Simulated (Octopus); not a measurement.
# UPBE (scalar, in the pseudopotentials, pseudodojo_pbe potentials, pseudopotentials pseudodojo_pbe, grid spacing 0.15 angstrom) run of CN (SMILES [C]#N)

What is the electronic atomisation energy of CN at UPBE (scalar, in the pseudopotentials, pseudodojo_pbe potentials, pseudopotentials pseudodojo_pbe, grid spacing 0.15 angstrom)? 

The results are computed with Octopus 16.4.

11 further runs of the same task are left out: 5 that didn't finish, 6 set aside as unsound or not needed.

**1. The structure to begin with**

The species is CN (2 atoms), meant as a doublet with charge 0. As SMILES, `[C]#N`. The coordinates come from a PBE0-D4/def2-TZVP relaxation.

Bond lengths: C1–N2 1.160 Å.

**2. Energy and forces at UPBE (scalar, in the pseudopotentials, pseudodojo_pbe potentials, pseudopotentials pseudodojo_pbe, grid spacing 0.15 angstrom)**

Contents of geometry.xyz:

```xyz
2

C      0.495600    -0.160400     0.255200
N     -0.495600     0.160400    -0.255200
```

The run is started by

```
$ OMP_NUM_THREADS=1 octopus > gs.log
```

The program printed:

```text
Version                : 16.4
[... 138 lines left out ...]
Converged eigenvectors: 0
#  State  Spin  Eigenvalue [eV]  Occupation    Error
[... 15 lines left out ...]
Converged eigenvectors: 0
#  State  Spin  Eigenvalue [eV]  Occupation    Error
[... 76 lines left out ...]
Converged eigenvectors: 0
#  State  Spin  Eigenvalue [eV]  Occupation    Error
[... 15 lines left out ...]
Converged eigenvectors: 0
#  State  Spin  Eigenvalue [eV]  Occupation    Error
[... 12 lines left out ...]
Info: SCF converged in   24 iterations
[... 1 line left out ...]
**   Some of the states are not fully converged!
[... 1 line left out ...]
Octopus emitted 1 warning.
```

Wall time 34 s (1 thread of Arm Neoverse V1, shared host); peak memory 0.2 GiB.

**3. The C atom, same level**

Contents of geometry.xyz:

```xyz
1

C      0.000000     0.000000     0.000000
```

Run the same way, it converges to -5.73919 Eh (log not shown).

**4. The N atom at the same level**

Contents of geometry.xyz:

```xyz
1

N      0.000000     0.000000     0.000000
```

The run is started by

```
$ OMP_NUM_THREADS=1 octopus > gs.log
```

The program printed:

```text
Version                : 16.4
[... 116 lines left out ...]
Converged eigenvectors: 0
#  State  Spin  Eigenvalue [eV]  Occupation    Error
[... 14 lines left out ...]
Converged eigenvectors: 0
#  State  Spin  Eigenvalue [eV]  Occupation    Error
[... 69 lines left out ...]
Converged eigenvectors: 0
#  State  Spin  Eigenvalue [eV]  Occupation    Error
[... 14 lines left out ...]
Converged eigenvectors: 4
#  State  Spin  Eigenvalue [eV]  Occupation    Error
[... 11 lines left out ...]
Info: SCF converged in   22 iterations
[... 1 line left out ...]
**   Some of the states are not fully converged!
[... 1 line left out ...]
Octopus emitted 1 warning.
```

Run time: 20 s. Hardware: 1 thread of Arm Neoverse V1, shared host; peak memory 0.17 GiB.

**5. Results**

At UPBE (scalar, in the pseudopotentials, pseudodojo_pbe potentials, pseudopotentials pseudodojo_pbe, grid spacing 0.15 angstrom):

| quantity | value |
| --- | --- |
| molecule: total energy | -16.23239 Eh |
| molecule: dipole moment | 1.19 D |
| molecule: HOMO energy (highest over α and β) | -9.45 eV |
| molecule: largest force on an atom | 1.552 eV/Å |
| C atom: total energy | -5.73919 Eh |
| C atom: dipole moment | 0.00 D |
| C atom: HOMO energy (highest over α and β) | -6.12 eV |
| C atom: largest force on an atom | 0.000 eV/Å |
| N atom: total energy | -10.19162 Eh |
| N atom: dipole moment | 0.00 D |
| N atom: HOMO energy (highest over α and β) | -8.35 eV |
| N atom: largest force on an atom | 0.000 eV/Å |
| electronic atomisation energy | 8.206 eV |

**Reading.** Taking the molecule apart into free atoms costs 8.21 eV (189 kcal/mol), before zero-point energy and without spin-orbit coupling. The largest force (molecule) is 1.55 eV/Å: the shape isn't a stationary point for this species at this level.
